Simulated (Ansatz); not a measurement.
# Mo: the cost of one run

Computed with Ansatz 0.2.0 (DFT PBEsol, scalar-relativistic, plane waves, PAW, unless a step's input says otherwise).

### 1 Starting point

It takes space group P6/mmm (No. 191, hexagonal). The conventional cell has a = 2.736 Å, b = 2.736 Å, c = 2.555 Å, α = 90.00°, β = 90.00°, γ = 120.00°. Mo (site symmetry 6/mmm) is surrounded by 8 Mo at 2.56 to 2.74 Å.

Structure file:

```cif
data_structure
_symmetry_space_group_name_H-M 'P6/mmm'
_symmetry_Int_Tables_number 191
_cell_length_a 2.7355
_cell_length_b 2.7355
_cell_length_c 2.5552
_cell_angle_alpha 90.000
_cell_angle_beta 90.000
_cell_angle_gamma 120.000
_cell_volume 16.56
loop_
_atom_site_label
_atom_site_type_symbol
_atom_site_symmetry_multiplicity
_atom_site_Wyckoff_symbol
_atom_site_fract_x
_atom_site_fract_y
_atom_site_fract_z
_atom_site_occupancy
Mo1 Mo 1 b 0.00000 0.00000 0.50000 1
```

It goes back to an entry of the Materials Project, which need not be the stable form.

No relaxation comes first: the listed cell is the starting point.

### 2 Zero of energy

Reference values: F = -4896.5544 eV; pressure -4.12 GPa; largest force 0.000 eV/Å; gap on the mesh none (metal). It was computed beforehand with the settings of the runs below.

### 3 Next: an axial (c/a) deformation path

At fixed volume and fractional coordinates, lengths along (0.000, 0.000, 1.000) are scaled against those across it; ρ is that ratio over its starting value.

### 4 Point ρ = 0.850

input.yaml

```yaml
crystal:
  lattice:
    - [2.8877885796, 0.0, 0.0]
    - [-1.4438942898, 2.5008982707, 0.0]
    - [0.0, 0.0, 2.2928073694]
  atoms:
    - { symbol: Mo, position: [0.0, 0.0, 0.5] }
basis:
  ecutwfc: 420
kpoints:
  mp_grid: { grid: [24, 24, 20] }
hamiltonian:
  xc: pbesol
scf:
  occupations: { method: gaussian, width: 0.15 }
output:
  forces: true
  stress: true
  eigenvalues: true
  write_density: true
  write_potential: true
  elf: true
  volumetric_format: npy
```

Started as:

```console
$ ansatz run input.yaml --threads 1 --pin off --max-ram 2560MiB --backend cpu --events-out ev --progress --plain --runs-dir out
```

Q: Estimate wall time and peak memory on 1 thread of Intel Xeon Platinum 8259CL at 2.50GHz (Skylake/Cascade Lake), shared host.

About 17 s, with a peak of 0.46 GiB.
